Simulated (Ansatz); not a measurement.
# BH2NSe: the cost of one run

All numbers below are computed with Ansatz 0.2.0 (RKS PBE0/def2-SVP).

**1. The starting structure**

Bond lengths: N1–B2 1.364 Å, B2–Se3 1.724 Å, N1–H4 1.006 Å, N1–H5 1.007 Å. Angles: N1–B2–Se3 179.8°, B2–N1–H4 123.5°, B2–N1–H5 123.5°, H4–N1–H5 113.0°.

Coordinates:

```xyz
5

N    -0.4075    0.4170   -0.3261
B     0.4231   -0.4355    0.3396
Se    1.4771   -1.5095    1.1810
H    -0.6966    1.3090    0.0388
H    -0.7961    0.2190   -1.2333
```

**2. Relaxing end A**

The input, input.yaml:

```yaml
crystal:
  periodic: [false, false, false]
  atoms:
    - { symbol: "N", position_ang: [-0.4075, 0.41697, -0.32607] }
    - { symbol: B, position_ang: [0.42308, -0.43547, 0.33961] }
    - { symbol: Se, position_ang: [1.47708, -1.50952, 1.18098] }
    - { symbol: H, position_ang: [-0.69658, 1.30897, 0.03876] }
    - { symbol: H, position_ang: [-0.79609, 0.21905, -1.23327] }
basis:
  gaussian: { orbitals: def2-SVP }
hamiltonian:
  xc: pbe0
relax:
  f_tol: 0.02
  max_steps: 50
output:
  orbitals: {}
```

Run with:

```bash
> ansatz run input.yaml --threads 1 --pin off --max-ram 2048MiB --backend cpu --events-out ev --progress --plain --runs-dir out
```

Q: Estimate wall time and peak memory on 1 thread of Intel Xeon at 2.70GHz, shared host.

About 12 s, with a peak of 0.15 GiB.
